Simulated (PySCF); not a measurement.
# Cl2HMgS: the cost of one run

Programs: PySCF 2.14.0. All values are calculated, for the isolated system unless a continuum is named. Atoms count from 0, parts from 1.

### Step 1. Starting point

5 atoms, charge -1, multiplicity 1; geometry: GFN2-xTB. Parts: 1 = atoms 0–2, `[Cl][Mg][Cl]`, charge 0; 2 = atoms 3–4, `[SH-]`, charge -1.

### Step 2. Relaxing the molecule at PBE0-D3(BJ)/def2-SVPD

The job: settings as JSON, then the geometry in Å.

```
{"job": {"xc": "PBE0", "basis": "def2-SVPD", "d3": "d3bj", "grid": 2, "kind": "geom", "shake": 0.01}, "charge": -1, "multiplicity": 1, "parts": [{"atoms": "0-2", "charge": 0, "multiplicity": 1}, {"atoms": "3-4", "charge": -1, "multiplicity": 1}]}
Cl    -1.875283    -1.274509     0.314512
Mg    -0.082130     0.030671     0.632693
Cl     1.110975     0.686026    -1.172653
S      0.804518     0.841070     2.740201
H      1.748613     1.440935     2.087758
```

Started as:

```console
> OMP_NUM_THREADS=1 python cluster_run.py task.json out
```

This one command runs all jobs of the session in turn.

**Question.** How long does this first job take on 1 thread of AMD EPYC 7R43, shared host, and how much memory does it need?

About 15 s, with a peak of 0.48 GiB.
